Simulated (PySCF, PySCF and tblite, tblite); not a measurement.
# C5H11NO: a path driven as rotation about a bond, and NMR exchange

How fast is rotation about a bond in C5H11NO (`CCN(C)C(C)=O`), and when do the exchanging lines merge?

Computed with tblite 0.8.0 (tight binding) and PySCF 2.14.0 (DFT, with response routines of our own); each step states its level. Atoms count from 0 throughout.

### 1 The molecule as given

18 atoms, charge 0, multiplicity 1; geometry from: force field or distance geometry start.

Bonds of the start (Å): C0–C1 1.54, C0–H7 1.09, C0–H8 1.10, C0–H9 1.10, C1–H10 1.10, C1–H11 1.08, C1–N2 1.45, C3–H12 1.07, C3–H13 1.10, C3–H14 1.09, C4–C5 1.51, C4–O6 1.23, C5–H15 1.10, C5–H16 1.09, C5–H17 1.09, N2–C3 1.47, N2–C4 1.40.

### 2 GFN2-xTB relaxation, start minimum

Job settings and geometry (Å):

```
{"job": {"xc": "GFN2-xTB", "basis": "xTB", "kind": "relax"}, "charge": 0, "multiplicity": 1}
C      2.205300    -0.128300     0.491100
C      1.296200    -0.316200    -0.731700
N     -0.084600     0.015300    -0.441800
C     -0.443800     1.439800    -0.475300
C     -0.906600    -0.968400     0.115800
C     -2.307700    -0.565100     0.505700
O     -0.527200    -2.124500     0.267400
H      3.233100    -0.401300     0.256500
H      1.866500    -0.743200     1.335000
H      2.192200     0.917800     0.824100
H      1.358600    -1.367300    -1.048900
H      1.647400     0.290900    -1.556900
H      0.026300     1.913800    -1.317400
H     -0.083200     1.895200     0.455000
H     -1.524700     1.589900    -0.543200
H     -2.273700     0.236500     1.265000
H     -2.810600    -1.420300     0.959600
H     -2.872200    -0.258200    -0.371800
```

Launch:

```console
$ OMP_NUM_THREADS=1 python ens_run.py task.json out
```

The driver reads the study from task.json and runs its stages one after another.

The log of the run:

```text
step      E/eV     max force
  0    -634.47302    1.347
  1    -634.52808    0.787
  2    -634.54032    0.533
  3    -634.55266    0.290
  4    -634.56374    0.200
  5    -634.56782    0.169
  6    -634.57177    0.143
  7    -634.57338    0.106
  8    -634.57442    0.079
  9    -634.57506    0.059
 10    -634.57568    0.073
 11    -634.57622    0.066
 12    -634.57669    0.054
 13    -634.57705    0.054
 14    -634.57740    0.056
 15    -634.57775    0.044
 16    -634.57805    0.044
 17    -634.57828    0.036
 18    -634.57847    0.049
 19    -634.57866    0.050
 20    -634.57888    0.039
 21    -634.57909    0.041
 22    -634.57932    0.033
 23    -634.57961    0.046
 24    -634.57998    0.054
 25    -634.58043    0.060
 26    -634.58090    0.064
 27    -634.58137    0.059
 28    -634.58178    0.044
 29    -634.58211    0.039
 30    -634.58235    0.033
 31    -634.58256    0.028
 32    -634.58277    0.042
 33    -634.58301    0.041
 34    -634.58330    0.054
 35    -634.58365    0.061
 36    -634.58412    0.061
 37    -634.58477    0.089
 38    -634.58561    0.089
 39    -634.58652    0.067
 40    -634.58739    0.063
 41    -634.58824    0.070
 42    -634.58913    0.074
 43    -634.58941    0.142
 44    -634.59009    0.097
 45    -634.59109    0.058
 46    -634.59163    0.052
 47    -634.59319    0.076
 48    -634.59374    0.060
 49    -634.59467    0.061
 50    -634.59526    0.052
 51    -634.59585    0.069
 52    -634.59651    0.069
 53    -634.59713    0.059
 54    -634.59750    0.035
 55    -634.59772    0.043
 56    -634.59792    0.036
 57    -634.59824    0.036
 58    -634.59843    0.034
 59    -634.59858    0.029
 60    -634.59868    0.019
 61    -634.59876    0.016
 62    -634.59883    0.017
 63    -634.59888    0.017
 64    -634.59894    0.017
 65    -634.59899    0.019
 66    -634.59906    0.018
 67    -634.59915    0.035
 68    -634.59922    0.035
 69    -634.59928    0.023
 70    -634.59931    0.012
 71    -634.59934    0.013
 72    -634.59936    0.013
 73    -634.59938    0.015
 74    -634.59942    0.011
 75    -634.59946    0.015
 76    -634.59950    0.016
 77    -634.59955    0.017
 78    -634.59960    0.021
 79    -634.59966    0.017
 80    -634.59972    0.019
 81    -634.59978    0.022
 82    -634.59983    0.022
 83    -634.59988    0.020
 84    -634.59994    0.023
 85    -634.59999    0.014
 86    -634.60002    0.011
 87    -634.60003    0.009
 88    -634.60004    0.007
 89    -634.60006    0.007
 90    -634.60007    0.008
 91    -634.60008    0.006
 92    -634.60008    0.006
 93    -634.60009    0.005
 94    -634.60009    0.005
 95    -634.60009    0.005
 96    -634.60010    0.004
 97    -634.60010    0.004
 98    -634.60010    0.004
 99    -634.60011    0.004
100    -634.60011    0.005
101    -634.60011    0.004
102    -634.60011    0.004
103    -634.60012    0.004
104    -634.60012    0.004
105    -634.60012    0.005
106    -634.60013    0.006
107    -634.60013    0.008
108    -634.60015    0.008
109    -634.60016    0.008
110    -634.60016    0.007
111    -634.60018    0.009
112    -634.60019    0.011
113    -634.60021    0.008
114    -634.60022    0.005
115    -634.60022    0.005
116    -634.60023    0.005
117    -634.60023    0.005
118    -634.60023    0.004
119    -634.60023    0.004
120    -634.60023    0.003
```

Wall time 1.2 s (1 thread of Intel Xeon Platinum 8259CL at 2.50GHz, shared host).

The energy fell by 0.127 eV, and the atoms moved 0.25 Å (root mean square).

### 3 Relaxed scan, rotation

Job settings and geometry (Å):

```
{"job": {"xc": "GFN2-xTB", "basis": "xTB", "coordinate": [["t", [0, 1, 2, 3], 0.16666666666666666], ["t", [0, 1, 2, 4], 0.16666666666666666], ["t", [10, 1, 2, 3], 0.16666666666666666], ["t", [10, 1, 2, 4], 0.16666666666666666], ["t", [11, 1, 2, 3], 0.16666666666666666], ["t", [11, 1, 2, 4], 0.16666666666666666]], "kind": "drive"}, "charge": 0, "multiplicity": 1}
C      2.265202    -0.013268     0.405798
C      1.271148    -0.393990    -0.687904
N     -0.089787    -0.032041    -0.342093
C     -0.426377     1.370616    -0.348084
C     -0.940397    -1.001094     0.081207
C     -2.320145    -0.535641     0.494154
O     -0.618654    -2.173590     0.113446
H      3.266724    -0.318931     0.115875
H      2.003910    -0.515708     1.333659
H      2.266959     1.061110     0.577595
H      1.279447    -1.476305    -0.831722
H      1.537740     0.093148    -1.631697
H      0.349535     1.914264    -0.883538
H     -0.496258     1.778145     0.665165
H     -1.375809     1.543276    -0.856897
H     -2.258721     0.212156     1.281153
H     -2.874177    -1.396381     0.857909
H     -2.849099    -0.109449    -0.355684
```

The log of the run:

```text
point  coordinate     E/eV
  0    -31.200     -634.58508
  1    -46.000     -634.54173
  2    -61.000     -634.48642
  3    -76.200     -634.44484
  4    -91.500     -634.43512
  5   -106.700     -634.45067
  6   -121.800     -634.48062
  7   -136.800     -634.52278
```

Wall time 4.3 s (1 thread of Intel Xeon Platinum 8259CL at 2.50GHz, shared host).

The highest point is number 4, 3.5 kcal/mol above the first.

### 4 Nudged elastic band, leg 1

Changed since step 3:

```diff
@@ -1,2 +1,2 @@
-{"job": {"xc": "GFN2-xTB", "basis": "xTB", "coordinate": [["t", [0, 1, 2, 3], 0.16666666666666666], ["t", [0, 1, 2, 4], 0.16666666666666666], ["t", [10, 1, 2, 3], 0.16666666666666666], ["t", [10, 1, 2, 4], 0.16666666666666666], ["t", [11, 1, 2, 3], 0.16666666666666666], ["t", [11, 1, 2, 4], 0.16666666666666666]], "kind": "drive"}, "charge": 0, "multiplicity": 1}
+{"job": {"xc": "GFN2-xTB", "basis": "xTB", "kind": "neb"}, "charge": 0, "multiplicity": 1}
 C      2.265202    -0.013268     0.405798
```

The log of the run:

```text
image   E - E0 / eV
  0       0.0000
  1       0.0568
  2       0.1569
  3       0.1550
  4       0.0803
  5       0.0263
  6      -0.0000
```

Run time: 2 s. Hardware: 1 thread of Intel Xeon Platinum 8259CL at 2.50GHz, shared host.

The highest point is number 2, 3.6 kcal/mol above the first.

### 5 Saddle search, leg 1

Job settings and geometry (Å):

```
{"job": {"xc": "GFN2-xTB", "basis": "xTB", "kind": "saddle"}, "charge": 0, "multiplicity": 1}
C      2.384797     0.314761     0.062630
C      1.256026    -0.615435    -0.348976
N     -0.093065    -0.101046    -0.117396
C     -0.296471     1.300498     0.149370
C     -1.089686    -1.017684    -0.177307
C     -2.485468    -0.551315     0.184910
O     -0.862783    -2.172657    -0.490212
H      3.326032    -0.216944    -0.058447
H      2.294572     0.615481     1.102783
H      2.426685     1.204478    -0.560253
H      1.332393    -1.552200     0.213396
H      1.357289    -0.872618    -1.410309
H      0.373495     1.896025    -0.467799
H     -0.108654     1.540077     1.201376
H     -1.315172     1.588431    -0.095959
H     -2.482946    -0.009130     1.127282
H     -3.113297    -1.432715     0.280324
H     -2.903749     0.081993    -0.595412
```

The log of the run:

```text
step      E/eV     max force
  0    -634.44331   0.0468
  1    -634.44550   0.1055
  2    -634.44514   0.0379
  3    -634.44540   0.0485
  4    -634.44436   0.0579
  5    -634.44258   0.0908
  6    -634.44011   0.0225
  7    -634.43723   0.0546
  8    -634.43928   0.0142
  9    -634.43775   0.0206
 10    -634.43694   0.0446
 11    -634.43728   0.0061
 12    -634.43670   0.0086
 13    -634.43626   0.0081
 14    -634.43595   0.0079
 15    -634.43571   0.0125
 16    -634.43570   0.0014
lowest wavenumbers (cm-1): -80.5 62.6 121.0 187.6 224.7 231.9
```

It took 7.1 s on 1 thread of Intel Xeon Platinum 8259CL at 2.50GHz, shared host.

Point group C1; 1 imaginary mode, 80i cm⁻¹, carried by C0, C1, H10, H11. Steps downhill from it reached both ends.

### 6 Shieldings, start: BHandHLYP/pcSseg-1

Job settings and geometry (Å):

```
{"job": {"kind": "nmr", "xc": "BHandHLYP", "basis": "pcSseg-1", "pop": false}, "charge": 0, "multiplicity": 1}
C      2.265202    -0.013268     0.405798
C      1.271148    -0.393990    -0.687904
N     -0.089787    -0.032041    -0.342093
C     -0.426377     1.370616    -0.348084
C     -0.940397    -1.001094     0.081207
C     -2.320145    -0.535641     0.494154
O     -0.618654    -2.173590     0.113446
H      3.266724    -0.318931     0.115875
H      2.003910    -0.515708     1.333659
H      2.266959     1.061110     0.577595
H      1.279447    -1.476305    -0.831722
H      1.537740     0.093148    -1.631697
H      0.349535     1.914264    -0.883538
H     -0.496258     1.778145     0.665165
H     -1.375809     1.543276    -0.856897
H     -2.258721     0.212156     1.281153
H     -2.874177    -1.396381     0.857909
H     -2.849099    -0.109449    -0.355684
```

The log of the run:

```text
coarse grid: 14400 points
cycle   1  E = -326.7169224946  dE =  1.109e+00  |g| = 8.293e-01  |ddm| = 3.528e+00
cycle   2  E = -326.5419310226  dE =  1.750e-01  |g| = 1.306e+00  |ddm| = 1.831e+00
cycle   3  E = -326.8586589291  dE = -3.167e-01  |g| = 9.611e-02  |ddm| = 1.239e+00
cycle   4  E = -326.8603631933  dE = -1.704e-03  |g| = 5.438e-02  |ddm| = 1.084e-01
cycle   5  E = -326.8609870159  dE = -6.238e-04  |g| = 8.923e-03  |ddm| = 4.008e-02
cycle   6  E = -326.8610058271  dE = -1.881e-05  |g| = 4.041e-03  |ddm| = 9.652e-03
cycle   7  E = -326.8610100185  dE = -4.191e-06  |g| = 9.169e-04  |ddm| = 4.693e-03
final grid: 137336 points
cycle   8  E = -326.9046231401  dE = -2.419e-05  |g| = 4.064e-03  |ddm| = 1.788e-02
cycle   9  E = -326.9046229146  dE =  2.255e-07  |g| = 4.426e-03  |ddm| = 6.111e-03
cycle  10  E = -326.9046269776  dE = -4.063e-06  |g| = 8.925e-04  |ddm| = 3.614e-03
cycle  11  E = -326.9046271219  dE = -1.443e-07  |g| = 1.526e-04  |ddm| = 6.817e-04
cycle  12  E = -326.9046271275  dE = -5.612e-09  |g| = 3.680e-05  |ddm| = 1.949e-04
cycle  13  E = -326.9046271279  dE = -3.613e-10  |g| = 1.204e-05  |ddm| = 5.498e-05
converged SCF energy = -326.9046271279

GIAO shielding tensors (ppm)
atom      isotropic    diamagn.    paramagn.     s11        s22        s33       span
  0 C      170.943     247.366     -76.423    152.820    173.666    186.343     33.523
  1 C      142.623     244.714    -102.091    118.243    139.110    170.515     52.272
  2 N      144.176     336.413    -192.238     21.349    168.287    242.891    221.542
  3 C      150.604     246.357     -95.753    129.231    142.256    180.324     51.093
  4 C        9.692     247.009    -237.318    -81.354     16.361     94.068    175.421
  5 C      162.464     250.412     -87.948    144.243    156.902    186.248     42.006
  6 O      -95.803     403.267    -499.071   -404.792   -199.884    317.266    722.057
  7 H       31.031      28.844       2.187     26.741     27.706     38.646     11.905
  8 H       30.864      31.359      -0.494     26.762     29.529     36.302      9.540
  9 H       30.723      31.288      -0.564     26.262     30.432     35.476      9.214
 10 H       26.996      31.834      -4.837     22.130     27.606     31.253      9.123
 11 H       29.688      31.704      -2.016     24.238     29.268     35.560     11.322
 12 H       29.285      31.617      -2.332     24.753     28.524     34.578      9.825
 13 H       28.895      32.071      -3.177     25.604     26.285     34.795      9.190
 14 H       28.777      31.613      -2.836     24.480     27.637     34.213      9.733
 15 H       30.027      31.108      -1.081     25.879     30.139     34.061      8.182
 16 H       29.797      28.242       1.554     25.473     28.266     35.651     10.178
 17 H       29.861      30.056      -0.195     25.847     29.328     34.410      8.563
```

It took 31 s on 1 thread of Intel Xeon Platinum 8259CL at 2.50GHz, shared host; peak memory 0.87 GiB.

This run: HOMO -8.03 eV, LUMO 1.77 eV; dipole 4.06 D.

### 7 Shieldings, saddle of leg 1: BHandHLYP/pcSseg-1

Job settings and geometry (Å):

```
{"job": {"kind": "nmr", "xc": "BHandHLYP", "basis": "pcSseg-1", "pop": false}, "charge": 0, "multiplicity": 1}
C      2.393017     0.352983    -0.090547
C      1.258057    -0.639567    -0.268590
N     -0.090876    -0.098165    -0.095914
C     -0.298571     1.273488     0.294621
C     -1.084961    -1.017395    -0.171266
C     -2.495262    -0.535659     0.098029
O     -0.844941    -2.178507    -0.448763
H      3.332721    -0.186871    -0.178137
H      2.362285     0.821976     0.889792
H      2.379675     1.123046    -0.858475
H      1.376040    -1.462688     0.446543
H      1.307940    -1.083799    -1.269162
H      0.463480     1.906565    -0.152809
H     -0.258298     1.394683     1.383271
H     -1.266804     1.622443    -0.056718
H     -2.565299    -0.060385     1.073502
H     -3.152758    -1.400298     0.072299
H     -2.815445     0.168150    -0.667674
```

The log of the run:

```text
coarse grid: 14400 points
cycle   1  E = -326.7121386616  dE =  1.110e+00  |g| = 8.267e-01  |ddm| = 3.542e+00
cycle   2  E = -326.5399645105  dE =  1.722e-01  |g| = 1.299e+00  |ddm| = 1.827e+00
cycle   3  E = -326.8532686588  dE = -3.133e-01  |g| = 9.326e-02  |ddm| = 1.241e+00
cycle   4  E = -326.8548769730  dE = -1.608e-03  |g| = 5.328e-02  |ddm| = 1.065e-01
cycle   5  E = -326.8554740061  dE = -5.970e-04  |g| = 9.059e-03  |ddm| = 4.053e-02
cycle   6  E = -326.8554934927  dE = -1.949e-05  |g| = 4.104e-03  |ddm| = 9.840e-03
cycle   7  E = -326.8554977987  dE = -4.306e-06  |g| = 9.556e-04  |ddm| = 4.855e-03
final grid: 137336 points
cycle   8  E = -326.8991908877  dE = -2.333e-05  |g| = 3.881e-03  |ddm| = 1.536e-02
cycle   9  E = -326.8991911150  dE = -2.274e-07  |g| = 3.959e-03  |ddm| = 5.796e-03
cycle  10  E = -326.8991944465  dE = -3.331e-06  |g| = 8.633e-04  |ddm| = 3.293e-03
cycle  11  E = -326.8991945804  dE = -1.339e-07  |g| = 1.689e-04  |ddm| = 6.836e-04
cycle  12  E = -326.8991945864  dE = -6.081e-09  |g| = 3.965e-05  |ddm| = 1.819e-04
cycle  13  E = -326.8991945868  dE = -3.905e-10  |g| = 1.309e-05  |ddm| = 5.429e-05
converged SCF energy = -326.8991945868

GIAO shielding tensors (ppm)
atom      isotropic    diamagn.    paramagn.     s11        s22        s33       span
  0 C      172.257     247.690     -75.433    164.623    172.836    179.311     14.688
  1 C      143.455     242.686     -99.231    129.684    136.489    164.190     34.506
  2 N      149.424     335.764    -186.339     16.790    163.907    267.576    250.785
  3 C      155.101     246.222     -91.121    141.804    144.473    179.026     37.223
  4 C        8.411     247.247    -238.836    -78.591     11.477     92.347    170.937
  5 C      161.579     249.702     -88.123    142.534    157.509    184.693     42.159
  6 O     -118.776     403.490    -522.266   -452.545   -222.232    318.450    770.995
  7 H       30.486      28.010       2.476     25.736     27.901     37.819     12.083
  8 H       30.701      31.087      -0.387     26.394     29.475     36.234      9.840
  9 H       30.672      30.883      -0.211     26.504     28.894     36.619     10.116
 10 H       28.515      32.044      -3.530     23.001     28.777     33.767     10.766
 11 H       28.436      31.818      -3.382     22.944     28.372     33.993     11.049
 12 H       28.985      32.406      -3.421     23.479     29.895     33.582     10.104
 13 H       29.143      31.675      -2.532     25.435     26.050     35.944     10.509
 14 H       28.965      32.395      -3.429     24.368     29.140     33.388      9.020
 15 H       30.034      30.547      -0.514     25.939     30.059     34.102      8.163
 16 H       29.793      27.871       1.922     25.510     28.319     35.551     10.041
 17 H       29.802      30.101      -0.299     25.836     29.280     34.291      8.456
```

Run time: 31 s. Hardware: 1 thread of Intel Xeon Platinum 8259CL at 2.50GHz, shared host; peak memory 0.8 GiB.

This run: HOMO -7.97 eV, LUMO 1.75 eV; dipole 4.13 D.

### 8 Barriers, rates and exchange

Job settings and geometry (Å):

```
{"job": {"smiles": "CCN(C)C(C)=O", "charge": 0, "mult": 1, "motion": "rotation", "what": "single bond", "atoms": [1, 2], "drives": [{"terms": [["t", [0, 1, 2, 3], 0.16666666666666666], ["t", [0, 1, 2, 4], 0.16666666666666666], ["t", [10, 1, 2, 3], 0.16666666666666666], ["t", [10, 1, 2, 4], 0.16666666666666666], ["t", [11, 1, 2, 3], 0.16666666666666666], ["t", [11, 1, 2, 4], 0.16666666666666666]], "by": -120, "n": 8}], "study": "path", "level": {"kind": "nmr", "xc": "BHandHLYP", "basis": "pcSseg-1"}, "fields": [400, 500, 600], "first": 4, "seed": 602, "kind": "path"}, "charge": 0, "multiplicity": 1}
C      2.265202    -0.013268     0.405798
C      1.271148    -0.393990    -0.687904
N     -0.089787    -0.032041    -0.342093
C     -0.426377     1.370616    -0.348084
C     -0.940397    -1.001094     0.081207
C     -2.320145    -0.535641     0.494154
O     -0.618654    -2.173590     0.113446
H      3.266724    -0.318931     0.115875
H      2.003910    -0.515708     1.333659
H      2.266959     1.061110     0.577595
H      1.279447    -1.476305    -0.831722
H      1.537740     0.093148    -1.631697
H      0.349535     1.914264    -0.883538
H     -0.496258     1.778145     0.665165
H     -1.375809     1.543276    -0.856897
H     -2.258721     0.212156     1.281153
H     -2.874177    -1.396381     0.857909
H     -2.849099    -0.109449    -0.355684
```

The log of the run:

```text
stationary points (kcal/mol above the start)
  n  kind          group   xTB      DFT    lowest mode
  0  minimum      C1       0.00     0.00      67.2
  1  saddle       C1       3.79     3.50     -80.5
  2  minimum      C1      -0.00     0.00      67.2

GFN2-xTB energies: T/K, barrier G, reaction G (kcal/mol), k forward, k back (1/s)
 150.00     3.94     0.01   5.67e+06    5.8e+06
 200.00     4.05     0.01   1.56e+08    1.6e+08
 250.00     4.18     0.01   1.16e+09   1.18e+09
 298.15     4.31     0.01   4.29e+09   4.36e+09
 350.00     4.47     0.01   1.18e+10    1.2e+10
 400.00     4.63     0.01   2.45e+10   2.49e+10
 500.00     4.98     0.01   6.91e+10   6.99e+10

BHandHLYP/pcSseg-1 + D3(BJ) energies: T/K, barrier G, reaction G (kcal/mol), k forward, k back (1/s)
 150.00     3.64     0.01   1.54e+07   1.58e+07
 200.00     3.75     0.01   3.31e+08   3.38e+08
 250.00     3.88     0.01   2.12e+09   2.16e+09
 298.15     4.01     0.01    7.1e+09   7.22e+09
 350.00     4.17     0.01   1.81e+10   1.84e+10
 400.00     4.33     0.01   3.57e+10   3.62e+10
 500.00     4.69     0.01   9.32e+10   9.43e+10
```

Run time: 82 s. Hardware: 1 thread of Intel Xeon Platinum 8259CL at 2.50GHz, shared host; peak memory 0.87 GiB. This counts the whole study up to here.

Barriers by level (kcal/mol; entropies in cal/(mol K)). Zero-point and thermal terms come from xTB in every row. ΔG‡ leaves symmetry out; the rate counts one path; effective ΔG‡, where given, is the barrier that would give that rate by Eyring's equation alone:

| level | ΔE‡ | with zero-point | ΔH‡ | ΔS‡ | ΔG‡ (298 K) | ΔE of reaction | k at 298 K (1/s) | effective ΔG‡ |
| --- | --- | --- | --- | --- | --- | --- | --- | --- |
| GFN2-xTB | 3.79 | 3.77 | 3.27 | -3.5 | 4.31 | 0.00 | 4.3e+09 | 4.31 |
| BHandHLYP/pcSseg-1 + D3(BJ) | 3.50 | 3.47 | 2.97 | -3.5 | 4.01 | 0.00 | 7.1e+09 | 4.01 |

Sites that the driver pairs across this motion, and where their lines would merge (no couplings; faster rotations or exchange between molecules can average them sooner):

| nucleus | sites: shielding (ppm) | proton frequency (MHz) | spread (Hz) | coalescence (K) | lines at 298 K |
| --- | --- | --- | --- | --- | --- |
| 1H | H10: 27.00; H11: 29.69 | 400 | 1077 | 87 | 1 |
| 1H | H10: 27.00; H11: 29.69 | 500 | 1346 | 88 | 1 |
| 1H | H10: 27.00; H11: 29.69 | 600 | 1615 | 89 | 1 |

### 9 Results

| quantity | value |
| --- | --- |
| barrier (BHandHLYP/pcSseg-1 + D3(BJ)) | ΔE‡ 3.5, ΔG‡(298 K) 4.0 kcal/mol |
| barrier (GFN2-xTB) | ΔE‡ 3.8 kcal/mol |
| rate at 298 K | 7.1e+09 s⁻¹ |
| end of the path | the start, renumbered or mirrored |
| coalescence of 1H H10 | 89 K at 600 MHz |

**Reading.** The barrier is 3.5 kcal/mol at the DFT level (xTB: 3.8); with thermal terms and the count of paths the DFT value gives a rate of 7.1e+09 s⁻¹ at 298 K. An error of 1.4 kcal/mol changes that rate tenfold. The 1H lines of H10 and its partners, 1615 Hz apart at 600 MHz, merge at 89 K, so by this path alone the exchange at 298 K is fast for them; other paths were not followed.
